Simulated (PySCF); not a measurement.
# [Yb(P5)]2+: forces at shaken geometries

How stiff is [Yb(P5)]2+? Its atoms are displaced at random by several amounts. The structure is generated, not taken from experiment.

Computed with PySCF 2.14.0. Level: BP86, Yb lcecp-1-SVP with ECP59, P def2-SVP; scalar-relativistic core potentials, no spin–orbit coupling.

3 further runs of the same task are left out: 2 for a known fault of the program, 1 that didn't finish.

**1. The system as given**

6 atoms, charge 2, spin multiplicity 1.

Bond lengths: Yb1–P2 2.862 Å, Yb1–P3 2.862 Å, Yb1–P4 2.862 Å, Yb1–P5 2.862 Å, Yb1–P6 2.862 Å, P2–P3 2.187 Å, P2–P6 2.187 Å, P3–P4 2.187 Å, P4–P5 2.187 Å, P5–P6 2.187 Å. Angles: P2–Yb1–P3 44.9°, P2–Yb1–P4 76.4°, P2–Yb1–P5 76.4°, P2–Yb1–P6 44.9°, P3–Yb1–P4 44.9°, P3–Yb1–P5 76.4°, P3–Yb1–P6 76.4°, P4–Yb1–P5 44.9°, P4–Yb1–P6 76.4°, P5–Yb1–P6 44.9°, Yb1–P2–P3 67.5°, Yb1–P2–P6 67.5°, P3–P2–P6 108.0°, Yb1–P3–P2 67.5°, Yb1–P3–P4 67.5°, P2–P3–P4 108.0°, Yb1–P4–P3 67.5°, Yb1–P4–P5 67.5° and more.

Geometry (Å):

```xyz
6

Yb    0.00000    0.00000   -1.01783
P     1.86042    0.00002    1.15730
P     0.57488    1.76937    1.15730
P    -1.50512    1.09351    1.15730
P    -1.50509   -1.09354    1.15730
P     0.57492   -1.76935    1.15730
```

Formal oxidation states: Yb +3. Each metal's 13 4f electrons lie in its core potential, so multiplicities, spins and levels count the valence alone. An earlier session relaxed this geometry at BP86, Yb lcecp-1-SVP with ECP59, P def2-SVP (singlet, point group C5v).

Its energy there is -1745.278375 Eh.

**2. Atoms moved at random, σ = 0.03 Å**

run.py (the lines that set the calculation)

```python
mol = gto.M(atom='''
Yb    -0.03652    -0.00595    -1.05453
P      1.86419     0.03392     1.15831
P      0.55595     1.77180     1.13211
P     -1.49979     1.10653     1.12164
P     -1.47637    -1.13453     1.20296
P      0.59254    -1.77176     1.20816''',
    basis={'Yb': 'lcecp-1-SVP', 'P': 'def2-SVP'},
    ecp={'Yb': 'lcecp-1-SVP'},
    charge=2, spin=0)
mf = dft.RKS(mol, xc='B88,P86')
mf.grids.atom_grid = (50, 194)  # f atoms: unpruned, at least (60, 302)
mf = mf.density_fit()  # fitting sets: Yb AutoAux, P def2-universal-JKFIT
mf.conv_tol = 1e-08; mf.max_cycle = 55
mf.kernel(dm0)  # dm0: the density of the relaxed state
```

Started as:

```
$ OMP_NUM_THREADS=2 python run.py
```

**3. Atoms moved at random, σ = 0.15 Å**

run.py (the lines that set the calculation)

```python
mol = gto.M(atom='''
Yb    -0.09411    -0.09976    -1.08230
P      1.87629     0.06606     1.03309
P      0.55196     1.89608     1.23870
P     -1.52609     0.99119     1.13693
P     -1.47191    -0.96293     1.22361
P      0.66386    -1.89065     1.21864''',
    basis={'Yb': 'lcecp-1-SVP', 'P': 'def2-SVP'},
    ecp={'Yb': 'lcecp-1-SVP'},
    charge=2, spin=0)
mf = dft.RKS(mol, xc='B88,P86')
mf.grids.atom_grid = (50, 194)  # f atoms: unpruned, at least (60, 302)
mf = mf.density_fit()  # fitting sets: Yb AutoAux, P def2-universal-JKFIT
mf.conv_tol = 1e-08; mf.max_cycle = 55
mf.kernel(dm0)  # dm0: the density of the relaxed state
```

**4. Atoms moved at random, σ = 0.03 Å**

run.py (the lines that set the calculation)

```python
mol = gto.M(atom='''
Yb    -0.03036    -0.03612    -1.05032
P      1.85818     0.05312     1.17526
P      0.56936     1.75348     1.20888
P     -1.52673     1.07793     1.16278
P     -1.48805    -1.10112     1.11581
P      0.61759    -1.74730     1.15625''',
    basis={'Yb': 'lcecp-1-SVP', 'P': 'def2-SVP'},
    ecp={'Yb': 'lcecp-1-SVP'},
    charge=2, spin=0)
mf = dft.RKS(mol, xc='B88,P86')
mf.grids.atom_grid = (50, 194)  # f atoms: unpruned, at least (60, 302)
mf = mf.density_fit()  # fitting sets: Yb AutoAux, P def2-universal-JKFIT
mf.conv_tol = 1e-08; mf.max_cycle = 55
mf.kernel(dm0)  # dm0: the density of the relaxed state
```

**Question.** What will these runs give? Wanted: for each run, σ; energy rise; harmonic estimate −½ F·u; largest force component.

As calculated:

| σ (Å) | energy rise (eV) | harmonic estimate −½ F·u (eV) | largest force component (eV/Å) |
| --- | --- | --- | --- |
| 0.03 | 0.030 | 0.030 | 0.50 |
| 0.15 | 0.771 | 0.827 | 4.48 |
| 0.03 | 0.029 | 0.029 | 0.50 |

Every displacement raises the energy. For a harmonic well the rise equals −½ F·u; the two differ by at most 7 % here (a move with σ = 0.15 Å), from anharmonicity, the grid and the small forces left at the relaxed point. The bases are small and lack diffuse functions. Spin–orbit coupling is left out.
